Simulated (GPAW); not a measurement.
# WS (Pm-3m) in GPAW: convergence with plane-wave cutoff (eV)

Aim: find how far plane-wave cutoff (eV) must go before the results for WS settle, at LDA. This setting moves, with any that are tied to it; all else stays.

Program: GPAW 26.7.0. These are calculated values, not measurements. Logs are shortened: lines on timing, memory, paths and dates and some standing lists are left out, and cuts for length are marked. The log counts tension as positive stress, the text compression.

## Step 1: The structure

It takes space group Pm-3m (No. 221, cubic). Conventional cell: a = 3.008 Å, b = 3.008 Å, c = 3.008 Å, α = 90.00°, β = 90.00°, γ = 90.00°. Around W (site symmetry m-3m) lie 8 S at 2.60 Å. Around S (site symmetry m-3m) lie 8 W at 2.60 Å.

The cell was built by a generator and needn't be a form met in nature.

## Step 2: With plane-wave cutoff (eV) 200

Input file run.py:

```python
from ase.dft.bandgap import bandgap
from ase.io import read, write
from ase.units import GPa
from gpaw import GPAW, PW

atoms = read('WS.xyz')

calc = GPAW(mode=PW(200),
            xc='LDA',
            kpts={'size': (9, 9, 9), 'gamma': True},
            occupations={'name': 'fermi-dirac', 'width': 0.05},
            nbands=20,
            convergence={'density': 1e-05, 'energy': 1e-05},
            maxiter=100,
            txt='gpaw.txt')
atoms.calc = calc
energy = atoms.get_potential_energy()
forces = atoms.get_forces()
stress = atoms.get_stress()
calc.write('gs.gpw')
write('result.traj', atoms)
print(f'Energy: {energy:.6f} eV')
print('Forces (eV/A):')
print(forces.round(4))
print('Stress (GPa):', (stress / GPa).round(3))
print('Fermi level:', round(calc.get_fermi_level(), 4), 'eV')
print(f'Gap: {bandgap(calc)[0]:.4f} eV, direct: {bandgap(calc, direct=True)[0]:.4f} eV')
```

Input file WS.xyz:

```xyz
2
Lattice="3.0078900000 0.0000000000 0.0000000000 0.0000000000 3.0078900000 0.0000000000 0.0000000000 0.0000000000 3.0078900000" Properties=species:S:1:pos:R:3 pbc="T T T"
W      1.5039450000      1.5039450000      1.5039450000
S      0.0000000000      0.0000000000      0.0000000000
```

Potentials or basis: the program's PAW data sets (release 1.2.1) made for this functional, pw.

On the command line:

```console
> OMP_NUM_THREADS=1 python run.py
```

Wall time 3.6 s (1 thread of Arm Neoverse V2, shared host); peak memory 0.11 GiB.

Results:

```
Free energy            : -17.0095 eV
Pressure               : -18.2 GPa
Band gap on the k mesh : none (metal or under the smearing width)
```

## Step 3: With plane-wave cutoff (eV) 250

run.py, as its differences from that of step 2:

```diff
@@ -7,3 +7,3 @@
 
-calc = GPAW(mode=PW(200),
+calc = GPAW(mode=PW(250),
             xc='LDA',
```

WS.xyz is that of step 2.

Potentials or basis: the program's PAW data sets (release 1.2.1) made for this functional, pw.

On the command line:

```console
> OMP_NUM_THREADS=1 python run.py
```

Wall time 4 s (1 thread of Arm Neoverse V2, shared host); peak memory 0.12 GiB.

Results:

- Free energy: -17.2525 eV
- Pressure: -15.4 GPa
- Band gap on the k mesh: none (metal or under the smearing width)

## Step 4: With plane-wave cutoff (eV) 300

run.py, as its differences from that of step 3:

```diff
@@ -7,3 +7,3 @@
 
-calc = GPAW(mode=PW(250),
+calc = GPAW(mode=PW(300),
             xc='LDA',
```

WS.xyz is that of step 3.

On the command line:

```console
> OMP_NUM_THREADS=1 python run.py
```

It took 4.9 s on 1 thread of Arm Neoverse V2, shared host; peak memory 0.12 GiB.

What came out:

* Free energy: -17.3774 eV
* Pressure: -14.3 GPa
* Band gap on the k mesh: none (metal or under the smearing width)

## Step 5: With plane-wave cutoff (eV) 350

run.py, as its differences from that of step 4:

```diff
@@ -7,3 +7,3 @@
 
-calc = GPAW(mode=PW(300),
+calc = GPAW(mode=PW(350),
             xc='LDA',
```

WS.xyz is that of step 4.

On the command line:

```console
> OMP_NUM_THREADS=1 python run.py
```

It took 5 s on 1 thread of Arm Neoverse V2, shared host; peak memory 0.12 GiB.

Results:

```yaml
Free_energy: -17.4479 eV
Pressure: -13.4 GPa
Band_gap_on_the_k_mesh: none (metal or under the smearing width)
```

## Step 6: With plane-wave cutoff (eV) 400

run.py, as its differences from that of step 5:

```diff
@@ -7,3 +7,3 @@
 
-calc = GPAW(mode=PW(350),
+calc = GPAW(mode=PW(400),
             xc='LDA',
```

WS.xyz is that of step 5.

Potentials or basis: the program's PAW data sets (release 1.2.1) made for this functional, pw.

On the command line:

```console
> OMP_NUM_THREADS=1 python run.py
```

It took 5.4 s on 1 thread of Arm Neoverse V2, shared host; peak memory 0.13 GiB.

Results:

- Free energy: -17.4806 eV
- Pressure: -12.7 GPa
- Band gap on the k mesh: none (metal or under the smearing width)

## Step 7: With plane-wave cutoff (eV) 500

run.py, as its differences from that of step 6:

```diff
@@ -7,3 +7,3 @@
 
-calc = GPAW(mode=PW(400),
+calc = GPAW(mode=PW(500),
             xc='LDA',
```

WS.xyz is that of step 6.

On the command line:

```console
> OMP_NUM_THREADS=1 python run.py
```

Run time: 6.4 s. Hardware: 1 thread of Arm Neoverse V2, shared host; peak memory 0.13 GiB.

The run converged. Its results:

* Free energy: -17.5006 eV
* Pressure: -12.3 GPa
* Band gap on the k mesh: none (metal or under the smearing width)

## Step 8: With plane-wave cutoff (eV) 600

run.py, as its differences from that of step 7:

```diff
@@ -7,3 +7,3 @@
 
-calc = GPAW(mode=PW(500),
+calc = GPAW(mode=PW(600),
             xc='LDA',
```

WS.xyz is that of step 7.

On the command line:

```console
> OMP_NUM_THREADS=1 python run.py
```

Wall time 10 s (1 thread of Arm Neoverse V2, shared host); peak memory 0.14 GiB.

The run converged. Its results:

| Property | Result |
| --- | --- |
| Free energy | -17.5069 eV |
| Pressure | -12.2 GPa |
| Band gap on the k mesh | none (metal or under the smearing width) |

## Step 9: With plane-wave cutoff (eV) 800

run.py, as its differences from that of step 8:

```diff
@@ -7,3 +7,3 @@
 
-calc = GPAW(mode=PW(600),
+calc = GPAW(mode=PW(800),
             xc='LDA',
```

WS.xyz is that of step 8.

Potentials or basis: the program's PAW data sets (release 1.2.1) made for this functional, pw.

On the command line:

```console
> OMP_NUM_THREADS=1 python run.py
```

It took 10 s on 1 thread of Arm Neoverse V2, shared host; peak memory 0.15 GiB.

Results (log left out):

| Item | Value |
| --- | --- |
| Free energy | -17.5121 eV |
| Pressure | -12.1 GPa |
| Band gap on the k mesh | none (metal or under the smearing width) |

## Step 10: With plane-wave cutoff (eV) 1000

run.py, as its differences from that of step 9:

```diff
@@ -7,3 +7,3 @@
 
-calc = GPAW(mode=PW(800),
+calc = GPAW(mode=PW(1000),
             xc='LDA',
```

WS.xyz is that of step 9.

Potentials or basis: the program's PAW data sets (release 1.2.1) made for this functional, pw.

On the command line:

```console
> OMP_NUM_THREADS=1 python run.py
```

gpaw.txt:

```text
__  _  _
 | _ |_)|_||  |
 |__||  | ||/\| - 26.7.0

Input parameters:
  mode=PW(ecut=1000.0),
  convergence={'density': 1e-05, 'energy': 1e-05},
  kpts=MonkhorstPack(size=(9, 9, 9), gamma=True),
  maxiter=100,
  nbands=20,
  occupations=Occupations(name='fermi-dirac', width=0.05),
  xc=XC(name='LDA')

Diagonalizing LCAO Hamiltonian
Converting LCAO to pw mode
   .------.
  /|      |
 * |      |
 | | W    |
 | .------.
 |/      /
 S------*

Atoms  # Å, Bohr magnetons
|   | symbol |        x |        y |        z |    initial magnetic moments |
|---|--------|----------|----------|----------|-----------------------------|
| 0 |      W | 1.503945 | 1.503945 | 1.503945 | ( 0.0000,  0.0000,  0.0000) |
| 1 |      S | 0.000000 | 0.000000 | 0.000000 | ( 0.0000,  0.0000,  0.0000) |

Unit cell  # Å
| periodic |        x |        y |        z |  lengths |    angles |
|----------|----------|----------|----------|----------|-----------|
|      yes | 3.007890 | 0.000000 | 0.000000 | 3.007890 | 90.000000 |
|      yes | 0.000000 | 3.007890 | 0.000000 | 3.007890 | 90.000000 |
|      yes | 0.000000 | 0.000000 | 3.007890 | 3.007890 | 90.000000 |

Number of symmetries: 48
Symmetry operations  # r_c * U_cc + t_c -> r_c
|    | kind |            matrix            |
|----|------|------------------------------|
|  0 |  E   |  1, 0, 0,  0, 1, 0,  0, 0, 1 |
|  1 |  σ   |  1, 0, 0,  0, 1, 0,  0, 0,-1 |
|  2 |  σ   |  1, 0, 0,  0, 0, 1,  0, 1, 0 |
|  3 |  C4  |  1, 0, 0,  0, 0, 1,  0,-1, 0 |
|  4 |  C4  |  1, 0, 0,  0, 0,-1,  0, 1, 0 |
|  5 |  σ   |  1, 0, 0,  0, 0,-1,  0,-1, 0 |
|  6 |  σ   |  1, 0, 0,  0,-1, 0,  0, 0, 1 |
|  7 |  C2  |  1, 0, 0,  0,-1, 0,  0, 0,-1 |
|  8 |  σ   |  0, 1, 0,  1, 0, 0,  0, 0, 1 |
|  9 |  C2  |  0, 1, 0,  1, 0, 0,  0, 0,-1 |
| 10 |  C3  |  0, 1, 0,  0, 0, 1,  1, 0, 0 |
| 11 |  S6  |  0, 1, 0,  0, 0, 1, -1, 0, 0 |
| 12 |  S6  |  0, 1, 0,  0, 0,-1,  1, 0, 0 |
| 13 |  C3  |  0, 1, 0,  0, 0,-1, -1, 0, 0 |
| 14 |  C4  |  0, 1, 0, -1, 0, 0,  0, 0, 1 |
| 15 |  S4  |  0, 1, 0, -1, 0, 0,  0, 0,-1 |
| 16 |  C3  |  0, 0, 1,  1, 0, 0,  0, 1, 0 |
| 17 |  S6  |  0, 0, 1,  1, 0, 0,  0,-1, 0 |
| 18 |  σ   |  0, 0, 1,  0, 1, 0,  1, 0, 0 |
| 19 |  C4  |  0, 0, 1,  0, 1, 0, -1, 0, 0 |
| 20 |  C2  |  0, 0, 1,  0,-1, 0,  1, 0, 0 |
| 21 |  S4  |  0, 0, 1,  0,-1, 0, -1, 0, 0 |
| 22 |  S6  |  0, 0, 1, -1, 0, 0,  0, 1, 0 |
| 23 |  C3  |  0, 0, 1, -1, 0, 0,  0,-1, 0 |
| 24 |  S6  |  0, 0,-1,  1, 0, 0,  0, 1, 0 |
| 25 |  C3  |  0, 0,-1,  1, 0, 0,  0,-1, 0 |
| 26 |  C4  |  0, 0,-1,  0, 1, 0,  1, 0, 0 |
| 27 |  σ   |  0, 0,-1,  0, 1, 0, -1, 0, 0 |
| 28 |  S4  |  0, 0,-1,  0,-1, 0,  1, 0, 0 |
| 29 |  C2  |  0, 0,-1,  0,-1, 0, -1, 0, 0 |
| 30 |  C3  |  0, 0,-1, -1, 0, 0,  0, 1, 0 |
| 31 |  S6  |  0, 0,-1, -1, 0, 0,  0,-1, 0 |
| 32 |  C4  |  0,-1, 0,  1, 0, 0,  0, 0, 1 |
| 33 |  S4  |  0,-1, 0,  1, 0, 0,  0, 0,-1 |
| 34 |  S6  |  0,-1, 0,  0, 0, 1,  1, 0, 0 |
| 35 |  C3  |  0,-1, 0,  0, 0, 1, -1, 0, 0 |
| 36 |  C3  |  0,-1, 0,  0, 0,-1,  1, 0, 0 |
| 37 |  S6  |  0,-1, 0,  0, 0,-1, -1, 0, 0 |
| 38 |  σ   |  0,-1, 0, -1, 0, 0,  0, 0, 1 |
| 39 |  C2  |  0,-1, 0, -1, 0, 0,  0, 0,-1 |
| 40 |  σ   | -1, 0, 0,  0, 1, 0,  0, 0, 1 |
| 41 |  C2  | -1, 0, 0,  0, 1, 0,  0, 0,-1 |
| 42 |  C2  | -1, 0, 0,  0, 0, 1,  0, 1, 0 |
| 43 |  S4  | -1, 0, 0,  0, 0, 1,  0,-1, 0 |
| 44 |  S4  | -1, 0, 0,  0, 0,-1,  0, 1, 0 |
| 45 |  C2  | -1, 0, 0,  0, 0,-1,  0,-1, 0 |
| 46 |  C2  | -1, 0, 0,  0,-1, 0,  0, 0, 1 |
| 47 |  i   | -1, 0, 0,  0,-1, 0,  0, 0,-1 |

BZ-sampling:
  Number of BZ points: 729
  Number of IBZ points: 35

  Monkhorst-Pack size: [9, 9, 9]
  Monkhorst-Pack shift: [0, 0, 0]

K-points  # in reciprocal-cell coordinates
|     |                                coordinates |     weight |
|-----|--------------------------------------------|------------|
|   0 | (  0.00000000,   0.00000000,   0.00000000) | 0.00137174 |
|   1 | (  0.11111111,   0.00000000,   0.00000000) | 0.00823045 |
|   2 | (  0.11111111,   0.11111111,   0.00000000) | 0.01646091 |
|   3 | (  0.11111111,   0.11111111,   0.11111111) | 0.01097394 |
|   4 | (  0.22222222,   0.00000000,   0.00000000) | 0.00823045 |
|   5 | (  0.22222222,   0.11111111,   0.00000000) | 0.03292181 |
|   6 | (  0.22222222,   0.11111111,   0.11111111) | 0.03292181 |
|   7 | (  0.22222222,   0.22222222,   0.00000000) | 0.01646091 |
|   8 | (  0.22222222,   0.22222222,   0.11111111) | 0.03292181 |
|   9 | (  0.22222222,   0.22222222,   0.22222222) | 0.01097394 |
| ... |                                            |            |
|  34 | (  0.44444444,   0.44444444,   0.44444444) | 0.01097394 |

Plane wave coefficients: 1967
Cutoff: 1000.0 eV

Spin-components: 1 (collinear spins)
Bands:           20
Projectors:      11
Spin-degeneracy: 2
Datatype:        complex128

Parallelization:
  kpt:    1
  domain: 1
  band:   1

Density:
  Valence electrons: 20.0
  Components: 1
  Grid points: [24 24 24]
  Charge: 0.0  # |e|

Potential:
  Grid points: [24 24 24]

species:
  W:
    name:    Tungsten
    Z:       74.0
    valence: 14
    core:    60
    charge:  0.0  # [|e|]
    compensation charges:
      type: gauss
      rc: 0.40  # [Å]
      lmax: 2
    cutoffs:
      filter: 2.36  # [Å]
      core: 3.02  # [Å]
    projectors
    | kind |    occ | energy [eV] | rcut [Å] |
    |------|--------|-------------|----------|
    |   5s |  2.000 |     -79.053 |    1.344 |
    |   6s |  2.000 |      -5.886 |    1.344 |
    |   5p |  6.000 |     -43.417 |    1.355 |
    |   6p |  0.000 |      -1.469 |    1.355 |
    |   5d |  4.000 |      -4.693 |    1.228 |
    |    d |        |      22.518 |    1.228 |

    Using partial waves for W as LCAO basis

  S:
    name:    Sulfur
    Z:       16.0
    valence: 6
    core:    10
    charge:  0.0  # [|e|]
    compensation charges:
      type: gauss
      rc: 0.24  # [Å]
      lmax: 2
    cutoffs:
      filter: 1.77  # [Å]
      core: 1.66  # [Å]
    projectors
    | kind |    occ | energy [eV] | rcut [Å] |
    |------|--------|-------------|----------|
    |   3s |  2.000 |     -17.278 |    0.974 |
    |   3p |  4.000 |      -7.106 |    0.979 |
    |    s |        |       9.933 |    0.974 |
    |    p |        |      20.105 |    0.979 |
    |    d |        |       0.000 |    0.900 |

    Using partial waves for S as LCAO basis

Reference energy: -449340.690157  # eV

eigensolver:
  PPCG
  Converge bands: occupied
  niter=2

density mixing:
  MSR1-Mixer
  Pratt-step length: 0.05
  Maximum mixing coefficient: 0.75
  Old densities: 10
  SVD Regularization: 0.005
  Good broyden scale: 1.0
  Trust region scale: 1.0
  Backstep threshold: 4.0
  History deletion threshold: 6.0
  Fourier metric: weight=20.0, sigma=0.015

occupation numbers:
  Fermi-Dirac:
    width: 0.0500  # eV

poisson solver:
  ecut: 8000.0  # eV

xc functional:
  name: None

convergence criteria:
- Maximum integral of absolute [dens]ity change: 1e-05 electrons / valence electron
- Maximum [total energy] change in last 3 cyles: 1e-05 eV / valence electron
- Maximum integral of absolute [eigenst]ate change: 4e-08 eV^2 / valence electron
maximum number of iterations: 100

SCF iterations
|iter     | |      energy | eigst |  dens |
|---------|-|-------------|-------|-------|
|iter:   1| |  -17.528198 | +0.39 |       |
|iter:   2| |  -17.542803 | -1.77 | -1.42 |
|iter:   3| |  -17.506022 | -2.49 | -1.45 |
|iter:   4| |  -17.508117 | -3.59 | -1.92 |
|iter:   5| |  -17.507488 | -3.95 | -2.24 |
|iter:   6| |  -17.507471 | -4.95 | -2.64 |
|iter:   7| |  -17.507470c| -7.41c| -4.13 |
|iter:   8| |  -17.507470c| -8.40c| -4.50 |
|iter:   9| |  -17.507470c| -9.85c| -5.85c|

Converged in 9 steps
Energy contributions relative to reference atoms: (reference = -449340.690157)

Energy contributions:
  Kinetic:           2.806128
  Coulomb:          -1.130209
  Zero:             -0.000097
  External:          0.000000
  Xc:              -19.176934
  Entropy:          -0.012717
  Spinorbit:         0.000000
  ----------------------------
  Free energy:     -17.513829
  Extrapolated:    -17.507470

dipole moment: (-9.607425, -9.607425, -9.607425)  # |e|*Ang

Fermi level: 14.527
Eigenvalues  # (at kpt = [0.000, 0.000, 0.000])
| band index |      eig [eV] | occ [0-2] |
|------------|---------------|-----------|
|          0 |       -59.632 |     2.000 |
|        ... |               |           |
|          2 |       -23.966 |     2.000 |
|          3 |       -23.966 |     2.000 |
|          4 |        -2.930 |     2.000 |
|          5 |        10.012 |     2.000 |
|          6 |        10.012 |     2.000 |
|          7 |        11.766 |     2.000 |
[... 8 lines left out ...]
|         16 |        30.990 |     0.000 |
|         17 |        30.990 |     0.000 |
|        ... |               |           |
|         19 |        32.242 |     0.000 |

No gap
No difference between direct/indirect transitions

Forces  # eV/Ang
|       x |       y |       z |
|---------|---------|---------|
| 0.00000 | 0.00000 | 0.00000 |  # W    0
| 0.00000 | 0.00000 | 0.00000 |  # S    1

Stress tensor  # eV/Ang^3
|         x |         y |        z |
|-----------|-----------|----------|
|  0.075559 | -0.000000 | 0.000000 |
| -0.000000 |  0.075559 | 0.000000 |
|  0.000000 |  0.000000 | 0.075559 |

# Writing to gs.gpw (mode='')
```

stdout:

```text
Energy: -17.507470 eV
Forces (eV/A):
[[0. 0. 0.]
 [0. 0. 0.]]
Stress (GPa): [12.106 12.106 12.106  0.     0.    -0.   ]
Fermi level: 14.5274 eV
Gap: 0.0000 eV, direct: 0.0000 eV
```

Wall time 19 s (1 thread of Arm Neoverse V2, shared host); peak memory 0.17 GiB.

Results:

```
Free energy            : -17.5138 eV
Pressure               : -12.1 GPa
Band gap on the k mesh : none (metal or under the smearing width)
```

## Step 11: Summary

```
plane-wave cutoff (eV)  energy less the tightest run, at zero smearing (meV/atom)  pressure (GPa)  SCF cycles  CPU time (s)  peak memory (GiB)
                   200                                                     252.14          -18.23           9           3.6               0.11
                   250                                                     130.68          -15.38           9             4               0.12
                   300                                                      68.17          -14.35           9           4.9               0.12
                   350                                                      32.99          -13.37           9             5               0.12
                   400                                                      16.65          -12.72           9           5.4               0.13
                   500                                                       6.63          -12.27           9           6.4               0.13
                   600                                                       3.49          -12.19           9            10               0.14
                   800                                                       0.85          -12.14           9            10               0.15
                  1000                                                       0.00          -12.11           9            19               0.17
```

Against the tightest run, the energy stays within 1 meV/atom from 800 on; the pressure stays within 0.1 GPa from 600 on. The tightest run that finished is the yardstick and may itself not be fully converged.
